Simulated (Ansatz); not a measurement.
# CH3F2In: the cost of one run

Computed with Ansatz 0.2.0, Gaussian basis. Level: the settings change from run to run.

## 1. The molecule

An earlier PBE0-D4 in a triple-zeta def2 set relaxation fixed the geometry. In takes a core potential in def2 sets; no spin-orbit term is included.

SMILES `F[CH](F)[InH2]`, 7 atoms, charge 0, spin multiplicity 1.

Atoms are counted from 1 here; the program's logs count them from 0.

Bond lengths: F1–C2 1.371 Å, C2–F3 1.371 Å, C2–In4 2.215 Å, C2–H5 1.095 Å, In4–H6 1.723 Å, In4–H7 1.718 Å. Angles: F1–C2–F3 107.0°, F1–C2–In4 109.5°, F1–C2–H5 106.7°, F3–C2–In4 109.5°, F3–C2–H5 106.6°, In4–C2–H5 117.1°, C2–In4–H6 118.8°, C2–In4–H7 116.9°, H6–In4–H7 124.3°.

## 2. B2GP-PLYP/def2-TZVPD

Options: high accuracy, the search for lower states set to full.

Input file in.yaml:

```yaml
crystal:
  periodic: [false, false, false]
  atoms:
    - {symbol: F, position_ang: [0.091267, -1.779396, 0.691588]}
    - {symbol: C, position_ang: [0.570940, -0.496628, 0.620479]}
    - {symbol: F, position_ang: [1.824522, -0.568250, 0.069141]}
    - {symbol: In, position_ang: [-0.745252, 0.711803, -0.688685]}
    - {symbol: H, position_ang: [0.701165, -0.152507, 1.652313]}
    - {symbol: H, position_ang: [-1.504625, 2.114511, -0.036992]}
    - {symbol: H, position_ang: [-0.938026, 0.170477, -2.307834]}
basis:
  gaussian: {orbitals: def2-TZVPD}
hamiltonian: {xc: {name: B2GP-PLYP}}
accuracy: high
scf: {lower_state_search: full}
```

Launch:

```sh
ansatz run in.yaml --threads 2 --pin off --events-out ev --progress --plain --max-ram 4352MiB
```

What time and memory should one allow on 2 threads of Arm Neoverse V2, shared host?

About 18 s, with a peak of 1.1 GiB.
